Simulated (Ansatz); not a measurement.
# Alloy of GaAs and GaP (6 of 8 As sites exchanged), 16 atoms with displaced atoms

Which settings matter for this cell? A base run comes first, then runs with one to three settings changed.

Method: density functional theory in Ansatz 0.2.0, PAW datasets, plane waves.

## 1. Starting point

16 atoms (8 Ga, 6 P, 2 As); a = 7.745 Å, b = 6.707 Å, c = 6.379 Å, α = 90.00°, β = 90.00°, γ = 90.00°. All atoms were shaken off their sites by about 0.07 Å along each axis.

## 2. Single point with PBEsol

in.yaml

```yaml
crystal:
  lattice:
    - [7.744654, 0.000000, 0.000000]
    - [-0.000001, 6.707068, 0.000000]
    - [0.000000, 0.000000, 6.379485]
  atoms:
    - { symbol: Ga, position: [0.996493, 0.333001, 0.000845] }
    - { symbol: Ga, position: [0.498003, 0.349636, 0.017021] }
    - { symbol: Ga, position: [0.254955, 0.835398, 0.008689] }
    - { symbol: Ga, position: [0.746313, 0.835589, 0.007832] }
    - { symbol: Ga, position: [0.247117, 0.156632, 0.519727] }
    - { symbol: Ga, position: [0.985153, 0.664112, 0.505594] }
    - { symbol: Ga, position: [0.744993, 0.174738, 0.503272] }
    - { symbol: Ga, position: [0.491914, 0.659409, 0.480617] }
    - { symbol: P, position: [0.993836, 0.336848, 0.396960] }
    - { symbol: P, position: [0.516821, 0.335985, 0.382104] }
    - { symbol: P, position: [0.750691, 0.842442, 0.373627] }
    - { symbol: P, position: [0.253893, 0.194495, 0.890528] }
    - { symbol: P, position: [0.009650, 0.683697, 0.898008] }
    - { symbol: P, position: [0.738146, 0.164000, 0.876195] }
    - { symbol: As, position: [0.256360, 0.836552, 0.358668] }
    - { symbol: As, position: [0.485660, 0.657421, 0.849821] }
kpoints:
  mp_grid: { grid: [2, 2, 2], shift: [0.5, 0.5, 0.5] }
hamiltonian:
  xc: pbesol
scf:
  occupations: { method: fermi_dirac, width: 0.01 }
output:
  forces: true
  eigenvalues: true
  stress: true
  populations: true
```

The run is started by

```sh
> ansatz run in.yaml --threads 7 --pin off --max-ram 13300MiB --runs-dir r --events-out ev --progress --plain
```

## 3. Changed settings: smearing width 0.001 eV, mixing beta 0.6

in.yaml: that of step 2 with these lines changed.

```diff
@@ -27,3 +27,5 @@
 scf:
-  occupations: { method: fermi_dirac, width: 0.01 }
+  occupations: { method: fermi_dirac, width: 0.001 }
+  max_iter: 80
+  mixing: { beta: 0.6 }
 output:
@@ -32,2 +34 @@
   stress: true
-  populations: true
```

## 4. Run again with mixer broyden

in.yaml: that of step 3 with these lines changed.

```diff
@@ -27,5 +27,5 @@
 scf:
-  occupations: { method: fermi_dirac, width: 0.001 }
-  max_iter: 80
-  mixing: { beta: 0.6 }
+  occupations: { method: fermi_dirac, width: 0.01 }
+  max_iter: 60
+  mixing: { algorithm: broyden }
 output:
```

## 5. Changed settings: density threshold 0.01 eV, at most 6 cycles

in.yaml: that of step 4 with these lines changed.

```diff
@@ -28,4 +28,4 @@
   occupations: { method: fermi_dirac, width: 0.01 }
-  max_iter: 60
-  mixing: { algorithm: broyden }
+  max_iter: 6
+  convergence: { dr2_threshold: 1e-02 }
 output:
```

## 6. Run again with cutoff 120 eV, mixer anderson

in.yaml: that of step 5 with these lines changed.

```diff
@@ -24,2 +24,3 @@
   mp_grid: { grid: [2, 2, 2], shift: [0.5, 0.5, 0.5] }
+basis: { ecutwfc: 120 }
 hamiltonian:
@@ -28,4 +29,4 @@
   occupations: { method: fermi_dirac, width: 0.01 }
-  max_iter: 6
-  convergence: { dr2_threshold: 1e-02 }
+  max_iter: 70
+  mixing: { algorithm: anderson }
 output:
```

## 7. Variant: charge changed by -2, accuracy high

in.yaml: that of step 6 with these lines changed.

```diff
@@ -1 +1,2 @@
+accuracy: high
 crystal:
@@ -24,9 +25,8 @@
   mp_grid: { grid: [2, 2, 2], shift: [0.5, 0.5, 0.5] }
-basis: { ecutwfc: 120 }
 hamiltonian:
   xc: pbesol
+total_charge: -2
 scf:
   occupations: { method: fermi_dirac, width: 0.01 }
-  max_iter: 70
-  mixing: { algorithm: anderson }
+  max_iter: 90
 output:
```

What does the calculation give? Wanted: for each run, settings; status; energy from base; forces from base.

**Answer**, as computed:

| settings | status | cycles | time | energy from base (meV/atom) | forces from base (eV/Å rms) | filled to empty level on the mesh (eV) |
| --- | --- | --- | --- | --- | --- | --- |
| base | converged | 8 | 3.5 s (7 CPU threads) | 0 | 0 | 1.93 |
| smearing width 0.001 eV, mixing beta 0.6 | converged | 8 | 2.8 s (7 CPU threads) | 0.0 | 0.000 | 1.93 |
| mixer broyden | converged | 8 | 2.7 s (7 CPU threads) | 0.0 | 0.000 | 1.93 |
| density threshold 0.01 eV, at most 6 cycles | converged, settings too loose | 3 | 2.5 s (7 CPU threads) | +0.1 | 0.001 | 1.93 |
| cutoff 120 eV, mixer anderson | converged, settings too loose | 12 | 1.1 s (7 CPU threads) | +53755.3 | 1.800 | 1.59 |
| charge changed by -2, accuracy high | converged | 14 | 4.3 s (7 CPU threads) | - | 0.146 | 0.31 |

**What this shows.** Among these variants the forces move most with cutoff 120 eV, mixer anderson (1.800 eV/Å rms). The base mesh is coarse for so small a cell, so pressure, spacing and their changes aren't converged values of the solid.
